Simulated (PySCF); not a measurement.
# C3H8O2Si: the cost of one run

Computed with PySCF 2.14.0, with density-fitted response routines of our own, on a single molecule in the gas phase. Atoms are numbered from 0 throughout.

## 1. The starting structure

14 atoms, charge 0, multiplicity 1; geometry from: GFN2-xTB. The atoms were then displaced at random by about 0.01 Å, so the start is not that level's minimum.

Bonds of the start (Å): C0–Si1 1.87, Si1–O2 1.66, O2–C3 1.35, C3–C4 1.47, C3–O5 1.22, C0–H6 1.10, C0–H7 1.09, C0–H8 1.11, Si1–H9 1.45, Si1–H10 1.47, C4–H11 1.08, C4–H12 1.09, C4–H13 1.07.

## 2. Optimising the geometry at PBE0-D3(BJ)/def2-SVP

The job: settings as JSON, then the geometry in Å.

```
{"job": {"xc": "PBE0", "basis": "def2-SVP", "d3": "d3bj", "grid": 1, "shake": 0.01, "kind": "geom"}, "charge": 0, "multiplicity": 1}
C     -2.007210     0.938780     0.668160
Si    -1.344770    -0.756510     0.251020
O      0.309700    -0.727070     0.208880
C      1.093480    -0.038080    -0.655320
C      2.534750    -0.235680    -0.441620
O      0.572050     0.645720    -1.517280
H     -1.773720     1.676250    -0.118940
H     -1.598240     1.348680     1.591210
H     -3.109810     0.946330     0.787280
H     -1.831980    -1.248520    -1.020490
H     -1.484920    -1.721280     1.346330
H      2.789680    -1.277930    -0.569240
H      2.760080     0.047480     0.583590
H      3.083760     0.386750    -1.121330
```

On the command line:

```bash
> OMP_NUM_THREADS=1 python probes_run.py task.json out
```

The driver reads the jobs from task.json and runs them one after another.

**Question.** How long does this first job take on 1 thread of Arm Neoverse V1, shared host, and how much memory does it need?

About 46 s, with a peak of 0.49 GiB.
